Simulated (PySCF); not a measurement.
**C3H11GaO: runs on many settings**

Aim: see how C3H11GaO (`CC[O+](C)[GaH3-]`) answers to the choice of functional, basis, grid and SCF options.

The runs use PySCF 2.14.0, with density-fitted response routines of our own; the level of theory stands in each step. All values are computed, except where a source is named. Atoms are numbered from 0 throughout.

**1. Starting geometry**

16 atoms, charge 0, multiplicity 1; geometry from: GFN2-xTB.

Bonds of the start (Å): C0–C1 1.52, C1–O2 1.42, O2–C3 1.42, O2–Ga4 2.07, C0–H5 1.09, C0–H6 1.09, C0–H7 1.09, C1–H8 1.10, C1–H9 1.10, C3–H10 1.09, C3–H11 1.09, C3–H12 1.09, Ga4–H13 1.55, Ga4–H14 1.55, Ga4–H15 1.55.

**2. Nuclear shieldings: PBE0/pcSseg-1**

The job: settings as JSON, then the geometry in Å.

```
{"job": {"kind": "nmr", "xc": "PBE0", "basis": "pcSseg-1"}, "charge": 0, "multiplicity": 1}
C     -1.884581     0.008910     0.598652
C     -0.810249     0.210396    -0.459720
O      0.490439    -0.154167    -0.010107
C      0.725618    -1.544082     0.120452
Ga     1.717679     1.443198     0.472623
H     -2.817021     0.447208     0.254393
H     -2.054483    -1.046082     0.801205
H     -1.581864     0.504225     1.519978
H     -0.724279     1.276939    -0.702298
H     -1.046562    -0.347609    -1.374965
H      0.558773    -2.050174    -0.835836
H      0.088619    -1.986748     0.890025
H      1.770341    -1.649805     0.412918
H      2.913315     0.628340     1.030307
H      1.844695     2.075196    -0.940443
H      0.801961     2.193199     1.478887
```

Method: GIAO PBE0/pcSseg-1 NMR shielding, non-relativistic, gas phase.

Launch:

```
> OMP_NUM_THREADS=1 python probes_run.py task.json out
```

One launch serves the whole session: the jobs run in the order shown.

Log:

```text
coarse grid: 55328 points
cycle   1  E = -2120.1808843784  dE = -3.017e-01  |g| = 1.000e+00  |ddm| = 3.303e+00
cycle   2  E = -2120.1295913114  dE =  5.129e-02  |g| = 1.161e+00  |ddm| = 9.541e-01
cycle   3  E = -2120.2664888318  dE = -1.369e-01  |g| = 1.295e-01  |ddm| = 6.119e-01
cycle   4  E = -2120.2687503435  dE = -2.262e-03  |g| = 6.138e-02  |ddm| = 1.032e-01
cycle   5  E = -2120.2693242565  dE = -5.739e-04  |g| = 7.078e-03  |ddm| = 4.030e-02
cycle   6  E = -2120.2693317384  dE = -7.482e-06  |g| = 2.003e-03  |ddm| = 6.670e-03
final grid: 117216 points
cycle   7  E = -2120.2693255529  dE =  7.351e-08  |g| = 2.162e-03  |ddm| = 3.086e-03
cycle   8  E = -2120.2693253126  dE =  2.403e-07  |g| = 2.466e-03  |ddm| = 2.968e-03
cycle   9  E = -2120.2693265806  dE = -1.268e-06  |g| = 1.489e-04  |ddm| = 1.537e-03
cycle  10  E = -2120.2693265832  dE = -2.578e-09  |g| = 2.092e-05  |ddm| = 8.235e-05
cycle  11  E = -2120.2693265833  dE = -9.049e-11  |g| = 4.658e-06  |ddm| = 2.132e-05
converged SCF energy = -2120.2693265833

GIAO shielding tensors (ppm)
atom      isotropic    diamagn.    paramagn.     s11        s22        s33       span
  0 C      173.503     249.309     -75.806    154.982    178.427    187.100     32.118
  1 C      113.135     246.925    -133.791     79.931     91.079    168.394     88.463
  2 O      325.661     402.919     -77.258    284.125    312.553    380.304     96.179
  3 C      127.356     246.039    -118.683     89.037    107.987    185.043     96.006
  4 Ga    1412.641    2639.056   -1226.415   1305.452   1378.064   1554.406    248.954
  5 H       30.768      28.905       1.862     26.710     27.457     38.137     11.428
  6 H       30.141      30.566      -0.425     25.599     29.308     35.516      9.917
  7 H       30.148      30.650      -0.502     25.583     29.618     35.242      9.660
  8 H       27.281      31.611      -4.330     21.760     28.330     31.754      9.994
  9 H       28.172      31.602      -3.430     23.434     27.877     33.205      9.771
 10 H       28.599      30.096      -1.497     24.885     25.558     35.355     10.470
 11 H       27.943      30.749      -2.806     23.557     26.148     34.123     10.566
 12 H       27.596      29.988      -2.392     22.675     26.668     33.446     10.770
 13 H       27.052      29.894      -2.842     20.079     24.444     36.633     16.554
 14 H       26.930      29.872      -2.943     20.247     24.103     36.439     16.192
 15 H       26.902      30.077      -3.176     19.868     24.976     35.860     15.992
```

It took 63 s on 1 thread, shared host.

Shifts follow as δ = σ(reference) − σ, with reference shieldings (ppm) from runs at the same level and on the same kind of geometry: ¹H TMS 31.72, ¹³C TMS 186.9, ¹⁷O H2O 336.1. The references are single molecules in the gas phase, so shifts against H2O, NH3, PH3, H3PO4 or CFCl3 are not on the usual liquid scales and can be off by tens of ppm. Atoms listed in one row are averaged.

| atoms | environment | σ (ppm) | δ (ppm) |
| --- | --- | --- | --- |
| C1 | sp3 CH2 bonded to O | 113.1 | 73.8 |
| C3 | methyl carbon bonded to O | 127.4 | 59.6 |
| C0 | methyl carbon | 173.5 | 13.4 |
| H13, H14, H15 | hydrogen on a Ga bonded to O | 26.96 | 4.76 |
| H8, H9 | hydrogen on an sp3 CH2 bonded to O | 27.73 | 3.99 |
| H10, H11, H12 | hydrogen on a methyl carbon bonded to O | 28.05 | 3.67 |
| H5, H6, H7 | hydrogen on a methyl carbon | 30.35 | 1.36 |
| O2 | donor oxygen of a Lewis adduct | 325.7 | 10.4 |
| Ga4 | Ga bonded to O, 3 H | 1413 | – |

The run also stored atomic charges by several schemes (e):

| atoms | Mulliken | IAO | Hirshfeld | ESP fit |
| --- | --- | --- | --- | --- |
| C0 | -0.30 | -0.44 | -0.12 | -0.28 |
| C1 | 0.01 | -0.05 | 0.02 | 0.29 |
| O2 | -0.64 | -0.30 | -0.05 | -0.25 |
| C3 | -0.01 | -0.21 | -0.02 | -0.31 |
| Ga4 | 0.37 | 0.28 | 0.25 | 0.62 |

Mayer bond orders: C0–C1 1.07, C1–O2 0.82, O2–C3 0.86, O2–Ga4 0.20.

**3. Excited states and response: PBE0/def2-SVPD**

Same as in step 2 but for these lines:

```diff
@@ -1,2 +1,2 @@
-{"job": {"kind": "nmr", "xc": "PBE0", "basis": "pcSseg-1"}, "charge": 0, "multiplicity": 1}
+{"job": {"kind": "uv", "xc": "PBE0", "basis": "def2-SVPD", "nstates": 6, "ntriplets": 2}, "charge": 0, "multiplicity": 1}
 C     -1.884581     0.008910     0.598652
```

Method: TDDFT PBE0/def2-SVPD, vertical, gas phase, core orbitals frozen in the response.

Log:

```text
coarse grid: 55328 points
cycle   1  E = -2120.0635324384  dE = -2.925e-01  |g| = 5.913e-01  |ddm| = 4.931e+00
cycle   2  E = -2120.0339553942  dE =  2.958e-02  |g| = 7.538e-01  |ddm| = 1.182e+00
cycle   3  E = -2120.1160293423  dE = -8.207e-02  |g| = 9.056e-02  |ddm| = 7.314e-01
cycle   4  E = -2120.1174420673  dE = -1.413e-03  |g| = 3.585e-02  |ddm| = 1.101e-01
cycle   5  E = -2120.1176518033  dE = -2.097e-04  |g| = 5.629e-03  |ddm| = 3.835e-02
cycle   6  E = -2120.1176565976  dE = -4.794e-06  |g| = 1.832e-03  |ddm| = 1.177e-02
final grid: 117216 points
cycle   7  E = -2120.1176637349  dE = -4.129e-08  |g| = 2.053e-03  |ddm| = 1.170e-02
cycle   8  E = -2120.1176634962  dE =  2.387e-07  |g| = 2.442e-03  |ddm| = 5.552e-03
cycle   9  E = -2120.1176645475  dE = -1.051e-06  |g| = 1.482e-04  |ddm| = 2.870e-03
cycle  10  E = -2120.1176645510  dE = -3.486e-09  |g| = 1.906e-05  |ddm| = 1.811e-04
cycle  11  E = -2120.1176645510  dE = -6.639e-11  |g| = 8.016e-06  |ddm| = 3.617e-05
converged SCF energy = -2120.1176645510

Static polarisability (au): isotropic 76.127, principal 71.290 76.081 81.012

Singlet excitations
state   eV       nm        f      main configurations
  1   6.3332    195.8   0.00186   H->L 0.57, H->L+1 0.41
  2   6.5659    188.8   0.00680   H-1->L 0.57, H-1->L+1 0.41
  3   6.7873    182.7   0.07853   H->L+1 0.57, H->L 0.40
  4   7.0029    177.0   0.06682   H-1->L+1 0.58, H-1->L 0.39
  5   7.5496    164.2   0.02933   H->L+2 0.91
  6   7.6953    161.1   0.03500   H->L+3 0.63, H->L+5 0.20

Triplet excitations (Tamm-Dancoff, eV): 5.9197 6.1014
```

Run time: 84 s. Hardware: 1 thread, shared host.

The orbitals next to the gap, with their largest atomic shares:

| orbital | eV | atoms |
| --- | --- | --- |
| HOMO−3 | -10.07 | O2 25 %, Ga4 14 %, C1 11 % |
| HOMO−2 | -9.04 | O2 49 %, C1 10 %, C3 10 % |
| HOMO−1 | -7.58 | Ga4 39 %, H13 34 %, H15 12 % |
| HOMO | -7.36 | Ga4 37 %, H14 28 %, H15 22 % |
| LUMO | 0.21 | Ga4 22 %, C3 14 %, C0 10 % |
| LUMO+1 | 0.43 | Ga4 44 %, O2 9 %, H15 6 % |
| LUMO+2 | 1.11 | Ga4 38 %, H6 10 %, H11 9 % |

With each of the 6 states as a Gaussian band of 0.4 eV half-width at 1/e, the curve within the window shown has maxima at 180 nm (ε 5,700) L/(mol cm). Beyond the last state computed it falls off for lack of states. The curve at chosen wavelengths:

(nm, ε (L/mol/cm)): (155, 1157), (157, 1696), (160, 2426), (162, 2742), (165, 2983), (167, 3125), (170, 3569), (172, 4065), (175, 4942), (177, 5431), (179, 5701), (182, 5570), (184, 5139), (187, 4153), (189, 3402), (192, 2334), (194, 1733), (196, 1246), (199, 719), (201, 484), (204, 258), (206, 166), (209, 84), (211, 52), (214, 25), (216, 15)

Ground-state properties from the same run:

| property | computed |
| --- | --- |
| dipole moment (D) | 4.79 |
| polarisability (Å³) | 11.28 |
| HOMO–LUMO gap (eV) | 7.57 |
| −ε(HOMO) (eV) | 7.36 |

**4. TDDFT and polarisability: HSE06/pcSseg-0**

Same as in step 3 but for these lines:

```diff
@@ -1,2 +1,2 @@
-{"job": {"kind": "uv", "xc": "PBE0", "basis": "def2-SVPD", "nstates": 6, "ntriplets": 2}, "charge": 0, "multiplicity": 1}
+{"job": {"kind": "uv", "xc": "HSE06", "basis": "pcSseg-0", "nstates": 25, "ntriplets": 0, "tda": false}, "charge": 0, "multiplicity": 1}
 C     -1.884581     0.008910     0.598652
```

With the program's defaults for keys left out, this is: TDDFT HSE06/pcSseg-0, vertical, gas phase, core orbitals frozen in the response.

Log:

```text
coarse grid: 55328 points
cycle   1  E = -2117.7989124371  dE = -7.335e-01  |g| = 3.987e-01  |ddm| = 3.483e+00
cycle   2  E = -2117.7798135704  dE =  1.910e-02  |g| = 5.240e-01  |ddm| = 7.850e-01
cycle   3  E = -2117.8299605270  dE = -5.015e-02  |g| = 6.837e-02  |ddm| = 5.013e-01
cycle   4  E = -2117.8307146548  dE = -7.541e-04  |g| = 2.448e-02  |ddm| = 8.337e-02
cycle   5  E = -2117.8308563923  dE = -1.417e-04  |g| = 2.852e-03  |ddm| = 2.602e-02
cycle   6  E = -2117.8308583046  dE = -1.912e-06  |g| = 4.442e-04  |ddm| = 3.792e-03
final grid: 117216 points
cycle   7  E = -2117.8307859594  dE = -6.105e-08  |g| = 3.141e-04  |ddm| = 1.916e-03
cycle   8  E = -2117.8307859885  dE = -2.905e-08  |g| = 2.909e-04  |ddm| = 7.530e-04
cycle   9  E = -2117.8307859836  dE =  4.867e-09  |g| = 5.474e-05  |ddm| = 3.175e-04
cycle  10  E = -2117.8307859842  dE = -5.739e-10  |g| = 9.739e-06  |ddm| = 5.261e-05
converged SCF energy = -2117.8307859842

Static polarisability (au): isotropic 59.541, principal 53.933 59.444 65.247

Singlet excitations
state   eV       nm        f      main configurations
  1   6.6134    187.5   0.00150   H->L 0.99
  2   6.8695    180.5   0.00687   H-1->L 0.99
  3   8.1096    152.9   0.01674   H->L+1 0.94
  4   8.3125    149.2   0.00021   H-2->L 0.93
  5   8.3786    148.0   0.00939   H-1->L+1 0.98
  6   8.7838    141.2   0.00561   H->L+2 0.78, H->L+3 0.18
  7   8.9802    138.1   0.02507   H->L+3 0.67, H->L+2 0.15, H-1->L+6 0.08
  8   9.0675    136.7   0.00493   H-1->L+2 0.91
  9   9.3606    132.5   0.01096   H->L+4 0.91
 10   9.4084    131.8   0.04358   H-1->L+3 0.75, H-3->L 0.12
 11   9.5370    130.0   0.07861   H-2->L+1 0.80
 12   9.5467    129.9   0.04197   H-1->L+4 0.43, H-3->L 0.17, H-2->L+1 0.16
 13   9.6350    128.7   0.10426   H-3->L 0.42, H-1->L+4 0.36
 14   9.6775    128.1   0.02652   H->L+5 0.39, H-1->L+6 0.26, H-3->L 0.13
 15   9.8905    125.4   0.07930   H->L+6 0.48, H->L+7 0.18, H->L+5 0.12
 16   9.9942    124.1   0.04077   H->L+7 0.48, H-1->L+5 0.29
 17  10.0655    123.2   0.02245   H-1->L+5 0.29, H-2->L+2 0.17, H-1->L+6 0.14
 18  10.1137    122.6   0.01050   H-2->L+2 0.52, H-1->L+5 0.15, H->L+7 0.11
 19  10.2186    121.3   0.21320   H-1->L+6 0.23, H->L+9 0.17, H-2->L+2 0.15
 20  10.3014    120.4   0.18248   H-4->L 0.77
 21  10.3503    119.8   0.02525   H-1->L+7 0.69
 22  10.4426    118.7   0.04828   H->L+10 0.33, H->L+9 0.24, H->L+8 0.21
 23  10.4800    118.3   0.00562   H->L+8 0.63, H->L+10 0.22
 24  10.5789    117.2   0.00926   H-2->L+3 0.74, H->L+9 0.09
 25  10.6519    116.4   0.01332   H-3->L+1 0.46, H-1->L+8 0.32, H-1->L+10 0.12
```

It took 56 s on 1 thread, shared host.

Key values: HOMO -7.02 eV, LUMO 0.23 eV; lowest singlet 6.61 eV.

**5. Ultraviolet spectrum: BP86/def2-SVPD**

Same as in step 4 but for these lines:

```diff
@@ -1,2 +1,2 @@
-{"job": {"kind": "uv", "xc": "HSE06", "basis": "pcSseg-0", "nstates": 25, "ntriplets": 0, "tda": false}, "charge": 0, "multiplicity": 1}
+{"job": {"kind": "uv", "xc": "BP86", "basis": "def2-SVPD", "nstates": 12, "ntriplets": 5, "tda": true}, "charge": 0, "multiplicity": 1}
 C     -1.884581     0.008910     0.598652
```

With the program's defaults for keys left out, this is: TDA BP86/def2-SVPD, vertical, gas phase, core orbitals frozen in the response.

Log:

```text
coarse grid: 55328 points
cycle   1  E = -2120.7505658460  dE = -3.274e-01  |g| = 8.557e-01  |ddm| = 5.458e+00
cycle   2  E = -2120.5692895900  dE =  1.813e-01  |g| = 1.375e+00  |ddm| = 2.249e+00
cycle   3  E = -2120.8504211530  dE = -2.811e-01  |g| = 2.337e-01  |ddm| = 1.503e+00
cycle   4  E = -2120.8607234011  dE = -1.030e-02  |g| = 6.015e-02  |ddm| = 2.498e-01
cycle   5  E = -2120.8613241751  dE = -6.008e-04  |g| = 1.020e-02  |ddm| = 9.604e-02
cycle   6  E = -2120.8613468377  dE = -2.266e-05  |g| = 3.194e-03  |ddm| = 2.490e-02
cycle   7  E = -2120.8613492092  dE = -2.372e-06  |g| = 8.127e-04  |ddm| = 5.888e-03
final grid: 117216 points
cycle   8  E = -2120.8613180805  dE = -1.591e-07  |g| = 1.200e-03  |ddm| = 1.665e-02
cycle   9  E = -2120.8613176020  dE =  4.785e-07  |g| = 1.831e-03  |ddm| = 3.831e-03
cycle  10  E = -2120.8613184244  dE = -8.224e-07  |g| = 1.525e-04  |ddm| = 2.286e-03
cycle  11  E = -2120.8613184289  dE = -4.472e-09  |g| = 3.279e-05  |ddm| = 1.451e-04
cycle  12  E = -2120.8613184291  dE = -2.251e-10  |g| = 4.523e-06  |ddm| = 4.894e-05
converged SCF energy = -2120.8613184291

Static polarisability (au): isotropic 79.932, principal 74.826 79.744 85.227

Singlet excitations
state   eV       nm        f      main configurations
  1   5.7455    215.8   0.00386   H->L 0.98
  2   5.9989    206.7   0.00998   H-1->L 0.98
  3   6.0853    203.7   0.04515   H->L+1 0.98
  4   6.3041    196.7   0.03361   H-1->L+1 0.98
  5   6.8542    180.9   0.05258   H->L+2 0.93
  6   6.9354    178.8   0.01362   H->L+3 0.91
  7   7.0276    176.4   0.00595   H->L+4 0.74, H-2->L 0.18
  8   7.1013    174.6   0.01839   H-2->L 0.71, H->L+4 0.14
  9   7.1127    174.3   0.07576   H-1->L+2 0.87
 10   7.1806    172.7   0.01276   H-1->L+3 0.89
 11   7.2325    171.4   0.03443   H->L+5 0.73, H-1->L+4 0.20
 12   7.2512    171.0   0.01197   H-1->L+4 0.77, H->L+5 0.15

Triplet excitations (Tamm-Dancoff, eV): 5.4316 5.6320 5.9531 6.1876 6.6478
```

It took 1.7 min on 1 thread, shared host.

Key values: HOMO -6.21 eV, LUMO -0.57 eV; lowest singlet 5.75 eV.

**6. NMR shieldings: X3LYP/def2-SVPD in acetone**

Same as in step 5 but for these lines:

```diff
@@ -1,2 +1,2 @@
-{"job": {"kind": "uv", "xc": "BP86", "basis": "def2-SVPD", "nstates": 12, "ntriplets": 5, "tda": true}, "charge": 0, "multiplicity": 1}
+{"job": {"kind": "nmr", "xc": "X3LYP", "basis": "def2-SVPD", "solvent": "acetone", "pop": false, "scf": {"guess": "sap"}}, "charge": 0, "multiplicity": 1}
 C     -1.884581     0.008910     0.598652
```

Level: GIAO X3LYP/def2-SVPD NMR shielding, non-relativistic, IEF-PCM acetone.

Log:

```text
final grid: 117216 points
cycle   1  E = -2078.5332013415  dE =  3.357e+01  |g| = 6.890e+00  |ddm| = 1.655e+02
cycle   2  E = -1978.5958755954  dE =  9.994e+01  |g| = 1.791e+01  |ddm| = 1.771e+02
cycle   3  E = -2067.4653260589  dE = -8.887e+01  |g| = 1.301e+01  |ddm| = 6.652e+01
cycle   4  E = -2099.6020162527  dE = -3.214e+01  |g| = 7.521e+00  |ddm| = 3.049e+01
cycle   5  E = -2091.9107757765  dE =  7.691e+00  |g| = 1.299e+01  |ddm| = 1.872e+01
cycle   6  E = -2109.4901211484  dE = -1.758e+01  |g| = 6.105e+00  |ddm| = 1.775e+01
cycle   7  E = -2108.0980981275  dE =  1.392e+00  |g| = 6.127e+00  |ddm| = 1.036e+01
cycle   8  E = -2112.0192491601  dE = -3.921e+00  |g| = 4.989e+00  |ddm| = 1.053e+01
cycle   9  E = -2117.1364495932  dE = -5.117e+00  |g| = 3.080e+00  |ddm| = 5.093e+00
cycle  10  E = -2111.3278051613  dE =  5.809e+00  |g| = 4.705e+00  |ddm| = 6.575e+01
cycle  11  E = -2120.1742815043  dE = -8.846e+00  |g| = 1.207e+00  |ddm| = 6.549e+01
cycle  12  E = -2120.3974122450  dE = -2.231e-01  |g| = 5.910e-01  |ddm| = 1.714e+00
cycle  13  E = -2120.4677089964  dE = -7.030e-02  |g| = 1.825e-01  |ddm| = 7.428e-01
cycle  14  E = -2120.4731785624  dE = -5.470e-03  |g| = 8.222e-02  |ddm| = 2.263e-01
cycle  15  E = -2120.4746862683  dE = -1.508e-03  |g| = 2.226e-02  |ddm| = 9.742e-02
cycle  16  E = -2120.4747880361  dE = -1.018e-04  |g| = 3.750e-03  |ddm| = 3.266e-02
cycle  17  E = -2120.4747914097  dE = -3.374e-06  |g| = 1.646e-03  |ddm| = 8.921e-03
cycle  18  E = -2120.4747918798  dE = -4.701e-07  |g| = 2.411e-04  |ddm| = 2.287e-03
cycle  19  E = -2120.4747918915  dE = -1.175e-08  |g| = 4.587e-05  |ddm| = 3.729e-04
cycle  20  E = -2120.4747918918  dE = -3.229e-10  |g| = 2.232e-05  |ddm| = 9.267e-05
converged SCF energy = -2120.4747918918

GIAO shielding tensors (ppm)
atom      isotropic    diamagn.    paramagn.     s11        s22        s33       span
  0 C      179.686     245.569     -65.884    162.869    183.897    192.291     29.422
  1 C      120.938     250.312    -129.374     88.614    100.367    173.833     85.219
  2 O      327.786     370.162     -42.376    291.720    314.223    377.416     85.697
  3 C      135.389     242.437    -107.048     97.991    116.465    191.710     93.719
  4 Ga    1586.722    2636.758   -1050.035   1524.004   1594.123   1642.039    118.035
  5 H       30.822      24.043       6.779     27.016     27.739     37.712     10.697
  6 H       30.173      28.886       1.287     25.880     29.340     35.298      9.418
  7 H       30.655      31.559      -0.904     26.375     30.172     35.419      9.044
  8 H       27.615      35.818      -8.203     22.212     28.497     32.136      9.924
  9 H       28.013      32.105      -4.092     23.362     27.947     32.732      9.370
 10 H       28.482      28.826      -0.344     24.891     25.632     34.923     10.032
 11 H       27.852      30.994      -3.142     23.592     26.176     33.789     10.197
 12 H       27.936      32.901      -4.965     23.183     26.859     33.765     10.582
 13 H       27.361      32.754      -5.393     20.414     24.604     37.064     16.650
 14 H       27.253      32.569      -5.317     20.557     24.323     36.877     16.320
 15 H       27.200      32.976      -5.776     20.157     25.151     36.292     16.135
```

It took 2.1 min on 1 thread, shared host.

In short: σ C1 120.9, C3 135.4, C0 179.7, O2 327.8, H13 27.27, H8 27.81 ppm (means over like atoms).

**7. Comparing the runs: NMR shifts**

Isotropic shieldings (ppm) of some atoms, chosen among heavy atoms and hydrogens apart, means over like atoms, with basis size and wall time:

| run | C1 | C3 | C0 | H13 | H5 | O2 | Ga4 | functions | time |
| --- | --- | --- | --- | --- | --- | --- | --- | --- | --- |
| PBE0/pcSseg-1 | 113.1 | 127.4 | 173.5 | 26.96 | 30.35 | 325.7 | 1413 | 164 | 63 s |
| X3LYP/def2-SVPD in acetone | 120.9 | 135.4 | 179.7 | 27.27 | 30.55 | 327.8 | 1587 | 209 | 2.1 min |

**8. Comparing the runs: electronic excitations**

Excitations and ground-state properties, with basis size and wall time:

| run | lowest singlet (eV) | brightest (eV) | f | gap (eV) | α (Å³) | μ (D) | functions | time |
| --- | --- | --- | --- | --- | --- | --- | --- | --- |
| PBE0/def2-SVPD | 6.33 | 6.79 | 0.079 | 7.57 | 11.28 | 4.79 | 209 | 84 s |
| HSE06/pcSseg-0 | 6.61 | 10.22 | 0.213 | 7.25 | 8.82 | 5.57 | 83 | 56 s |
| BP86/def2-SVPD | 5.75 | 7.11 | 0.076 | 5.64 | 11.84 | 4.75 | 209 | 1.7 min |

**9. Outcome**

| quantity | value |
| --- | --- |
| ¹³C shifts against TMS (PBE0/pcSseg-1) | 73.8, 59.6, 13.4 ppm |
| ¹H shifts against TMS (PBE0/pcSseg-1, means over atoms taken as alike) | 4.76, 3.99, 3.67, 1.36 ppm |
| ¹⁷O shifts against H2O (PBE0/pcSseg-1) | 10.4 ppm |
| shieldings of Ga (PBE0/pcSseg-1) | Ga4 1412.6 ppm |
| lowest singlet (PBE0/def2-SVPD) | 6.33 eV (196 nm), f = 0.002 |
| brightest single state of those computed | state 3, 6.79 eV, f = 0.079 |
| lowest triplet | 5.92 eV |
| range of the shielding of Ga4 | 1413 to 1587 ppm |
| range of the lowest singlet | 5.75 to 6.61 eV |

**Reading.** Single values in the summary come from the first run of each kind that ended normally (PBE0/pcSseg-1; PBE0/def2-SVPD), which need not be the best level. At PBE0/pcSseg-1: The largest span, 249 ppm, is at Ga4, where the paramagnetic term is -1226 ppm. The first singlet state (HOMO→LUMO 0.57, HOMO→LUMO+1 0.41) lies at 6.33 eV and is weak; of the 6 states computed, the strongest absorption comes from state 3 at 6.79 eV (the last state computed is bright too, and its partners may lie past the list). The lowest triplet lies 0.41 eV below the lowest singlet (triplets in Tamm-Dancoff, singlets in full TDDFT). In ppm, Ga4 moves most: its shielding spreads over 174 ppm, from 1413 (PBE0/pcSseg-1) to 1587 (X3LYP/def2-SVPD in acetone). The lowest singlet runs from 5.75 eV (BP86/def2-SVPD) to 6.61 eV (HSE06/pcSseg-0), while the orbital gap spans 5.64 to 7.57 eV. The lowest state need not be the same one in every run. The runs solved for a few states only, so the brightest column depends on that window. Spin-orbit coupling is left out, which matters for shieldings and couplings at and beside the heavy atoms.
